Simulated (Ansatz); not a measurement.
**C₇H₉N: up Jacob's ladder to CCSD(T)**

Aim: compute C₇H₉N with functionals from several rungs and with coupled cluster. The yardstick is the atomisation energy at the CCSD(T) limit.

Method: functionals in def2-TZVPP, the program's frozen cores in correlated methods; program: Ansatz 0.2.0, Gaussian basis.

Plan: LDA (SPW92), PBE-D4, revPBE-D4, BLYP-D4, r2SCAN-D4, B97M-V, PBE0-D4, B3LYP-D4, r2SCANh-D4, r2SCAN0-D4, HSE06-D4, BHLYP-D4, CAM-B3LYP-D4, LC-ωPBE, ωB97X-V, ωB97M-V, B2PLYP, PBE-QIDH; CCSD(T)/def2-SVP; CCSD(T)/def2-TZVPP; MP2/def2-QZVPP; extrapolation to the limit; RPA on PBE.

**1. The relaxed structure**

All runs share one geometry, relaxed beforehand with PBE0-D4 in a triple-zeta def2 set.

SMILES `N#CC1C=CCCC1`, 17 atoms, charge 0, spin multiplicity 1.

Atoms are counted from 1 here; the program's logs count them from 0.

Bond lengths: N1–C2 1.150 Å, C2–C3 1.463 Å, C3–C4 1.509 Å, C3–C8 1.534 Å, C3–H9 1.096 Å, C4–C5 1.327 Å, C4–H10 1.085 Å, C5–C6 1.494 Å, C5–H11 1.086 Å, C6–C7 1.522 Å, C6–H12 1.095 Å, C6–H13 1.098 Å, C7–C8 1.519 Å, C7–H14 1.095 Å, C7–H15 1.092 Å, C8–H16 1.092 Å, C8–H17 1.095 Å. Angles: N1–C2–C3 179.2°, C2–C3–C4 110.1°, C2–C3–C8 111.0°, C2–C3–H9 106.1°, C4–C3–C8 111.6°, C4–C3–H9 108.7°, C8–C3–H9 109.1°, C3–C4–C5 122.7°, C3–C4–H10 116.7°, C5–C4–H10 120.6°, C4–C5–C6 124.2°, C4–C5–H11 118.6°, C6–C5–H11 117.2°, C5–C6–C7 112.3°, C5–C6–H12 109.2°, C5–C6–H13 108.9°, C7–C6–H12 110.4°, C7–C6–H13 110.4° and more.

**2. LDA**

This LDA is Slater exchange with PW92 correlation.

Contents of in.yaml:

```yaml
crystal:
  periodic: [false, false, false]
  atoms:
    - {symbol: N, position_ang: [0.641059, -2.412398, 2.140252]}
    - {symbol: C, position_ang: [0.857104, -1.475487, 1.509129]}
    - {symbol: C, position_ang: [1.112342, -0.280065, 0.705982]}
    - {symbol: C, position_ang: [1.139446, -0.635964, -0.760448]}
    - {symbol: C, position_ang: [0.179248, -0.276396, -1.602501]}
    - {symbol: C, position_ang: [-1.053667, 0.467029, -1.201859]}
    - {symbol: C, position_ang: [-1.237916, 0.507455, 0.308110]}
    - {symbol: C, position_ang: [0.078216, 0.813016, 1.001637]}
    - {symbol: H, position_ang: [2.106006, 0.078061, 0.999941]}
    - {symbol: H, position_ang: [1.994273, -1.205542, -1.108825]}
    - {symbol: H, position_ang: [0.283770, -0.535588, -2.652330]}
    - {symbol: H, position_ang: [-1.924071, 0.006302, -1.679953]}
    - {symbol: H, position_ang: [-1.002699, 1.485906, -1.608903]}
    - {symbol: H, position_ang: [-1.609448, -0.461311, 0.658849]}
    - {symbol: H, position_ang: [-1.991009, 1.250769, 0.579627]}
    - {symbol: H, position_ang: [-0.055637, 0.914103, 2.080370]}
    - {symbol: H, position_ang: [0.482984, 1.760111, 0.630913]}
basis:
  gaussian: {orbitals: def2-TZVPP}
hamiltonian: {xc: lda}
output: {orbitals: {seedname: orbitals}}
```

Run with:

```
ansatz run in.yaml --threads 2 --pin off --events-out ev --progress --plain --max-ram 20480MiB --backend cuda --devices 0, --max-vram 18GiB
```

Further steps of the session: PBE-D4 (GGA); revPBE-D4 (GGA); BLYP-D4 (GGA); r2SCAN-D4 (meta-GGA); B97M-V (meta-GGA); PBE0-D4 (hybrid); B3LYP-D4 (hybrid); r2SCANh-D4 (hybrid); r2SCAN0-D4 (hybrid); HSE06-D4 (hybrid); BHLYP-D4 (hybrid); CAM-B3LYP-D4 (range-separated); LC-ωPBE (range-separated); ωB97X-V (range-separated); ωB97M-V (range-separated); B2PLYP (double hybrid); PBE-QIDH (double hybrid); CCSD(T) in def2-SVP; CCSD(T) in def2-TZVPP; MP2 in def2-QZVPP; RPA on PBE orbitals.

Before running them: what should the planned runs give, taken together? Wanted: atomisation energy, CCSD(T)/CBS; farthest beyond LDA; mean size of error, GGA; mean size of error, meta-GGA; mean size of error, hybrid; mean size of error, range-separated; mean size of error, double hybrid; gap, smallest and largest; T1 diagnostic.

The runs gave:

```
                               quantity                                                                value
        atomisation energy, CCSD(T)/CBS                                                        7589.5 kJ/mol
 functionals within 37.9 kJ/mol (0.5 %)  BLYP-D4, r2SCAN-D4, B97M-V, B3LYP-D4, r2SCANh-D4, ωB97X-V, PBE-QIDH
                    farthest beyond LDA                                               PBE-D4 (+258.1 kJ/mol)
                mean size of error, GGA                                                         116.6 kJ/mol
           mean size of error, meta-GGA                                                          26.5 kJ/mol
             mean size of error, hybrid                                                          92.1 kJ/mol
    mean size of error, range-separated                                                          38.8 kJ/mol
      mean size of error, double hybrid                                                          38.5 kJ/mol
              gap, smallest and largest                            5.28 eV (LDA (SPW92)), 12.58 eV (LC-ωPBE)
                          T1 diagnostic                                                               0.0112
triples share of the correlation energy                                                                4.6 %
```

In words: The LDA atomisation energy is off by 1155.5 kJ/mol (15 %): it overbinds. PBE-D4 is off by +258.1 kJ/mol. Double hybrids carry the basis error of their MP2 part in triple zeta, and no dispersion term here, so their miss is partly the set-up's. By mean error the best rung here is meta-GGA (26.5 kJ/mol) and the worst beyond LDA is GGA (116.6 kJ/mol). The gap between the best rungs is small, so their order is not settled. The reference freezes the cores and leaves out relativity and excitations past (T), so misses under about 37.9 kJ/mol can't be ranked. Hartree-Fock recovers 73 % of the binding; the rest is correlation. CCSD(T) in def2-SVP is off by -269.9 kJ/mol, so the small basis spoils what the method gains. Orbital gaps span 5.3 to 12.6 eV; exact exchange widens them.
